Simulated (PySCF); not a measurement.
# C2H7AlN2: the cost of one run

Computed with PySCF 2.14.0, with density-fitted response routines of our own, on a single molecule in the gas phase. Atoms are numbered from 0 throughout.

## (1) Starting geometry

12 atoms, charge 0, multiplicity 1; geometry from: GFN2-xTB. The atoms were then displaced at random by about 0.01 Å, so the start is not that level's minimum.

Bonds of the start (Å): C0–C1 1.57, C1–N2 1.46, N2–Al3 1.82, Al3–N4 1.80, N4–C0 1.45, C0–H5 1.07, C0–H6 1.09, C1–H7 1.09, C1–H8 1.07, N2–H9 0.99, Al3–H10 1.47, N4–H11 1.02.

## (2) Optimising the geometry at PBE0-D3(BJ)/def2-SVP

Job settings and geometry (Å):

```
{"job": {"xc": "PBE0", "basis": "def2-SVP", "d3": "d3bj", "grid": 1, "shake": 0.01, "kind": "geom"}, "charge": 0, "multiplicity": 1}
C     -0.379060    -1.009290     0.343610
C     -0.994770     0.172060    -0.490470
N      0.067150     1.053430    -0.964330
Al     1.499890     0.855180     0.146220
N      0.801970    -0.541480     1.033830
H     -0.169410    -1.811650    -0.339190
H     -1.150040    -1.336810     1.047360
H     -1.684500     0.737680     0.132780
H     -1.550450    -0.236270    -1.314380
H     -0.239590     1.674960    -1.672560
H      2.760370     1.601220     0.295470
H      1.078130    -1.187300     1.772640
```

Run with:

```console
> OMP_NUM_THREADS=1 python probes_run.py task.json out
```

This one command runs all jobs of the session in turn.

Q: Estimate the wall time and peak memory of this first job on 1 thread of Arm Neoverse V1, shared host.

About 40 s, with a peak of 0.46 GiB.
